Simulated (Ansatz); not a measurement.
# CaW3: the cost of one run

Computed with Ansatz 0.2.0 (DFT PBEsol, scalar-relativistic, plane waves, PAW, unless a step's input says otherwise).

## 1. The starting structure

The structure is cubic, space group Fm-3m (No. 225). Conventional cell: a = 6.864 Å, b = 6.864 Å, c = 6.864 Å, α = 90.00°, β = 90.00°, γ = 90.00°. Ca (site symmetry m-3m) has 8 Au at 2.97 Å as nearest neighbours. Au (site symmetry -43m) is surrounded by 4 Ca at 2.97 Å and 4 Au at 2.97 Å. Au (site symmetry m-3m) has 8 Au at 2.97 Å as nearest neighbours.

Structure file:

```
CELL_PARAMETERS angstrom
0.00000 3.43183 3.43183
3.43183 0.00000 3.43183
3.43183 3.43183 0.00000
ATOMIC_POSITIONS crystal
Ca 0.00000 0.00000 0.00000
Au 0.25000 0.25000 0.25000
Au 0.75000 0.75000 0.75000
Au 0.50000 0.50000 0.50000
```

The structure comes from the Materials Project (structure only).

## 2. One element swapped, cell strained: Au → W, first probe

The change: W takes all sites of Au, and lengths are scaled by 1.080 as a first guess of the size; strain xx, yy, zz, yz, xz, xy = -1.8, -1.8, -1.8, +0.0, +0.0, +0.0 %.

The input, input.yaml:

```yaml
crystal:
  lattice:
    - [0.0, 3.6402363275, 3.6402363275]
    - [3.6402363275, 0.0, 3.6402363275]
    - [3.6402363275, 3.6402363275, 0.0]
  atoms:
    - { symbol: Ca, position: [0.0, 0.0, 0.0] }
    - { symbol: W, position: [0.25, 0.25, 0.25] }
    - { symbol: W, position: [0.75, 0.75, 0.75] }
    - { symbol: W, position: [0.5, 0.5, 0.5] }
basis:
  ecutwfc: 420
kpoints:
  mp_grid: { grid: [4, 4, 4] }
hamiltonian:
  xc: pbesol
scf:
  occupations: { method: gaussian, width: 0.1 }
output:
  forces: true
  stress: true
  eigenvalues: true
```

Q: Estimate wall time and peak memory on 1 thread of an x86-64 CPU, shared host.

About 1.6 s, with a peak of 0.39 GiB.
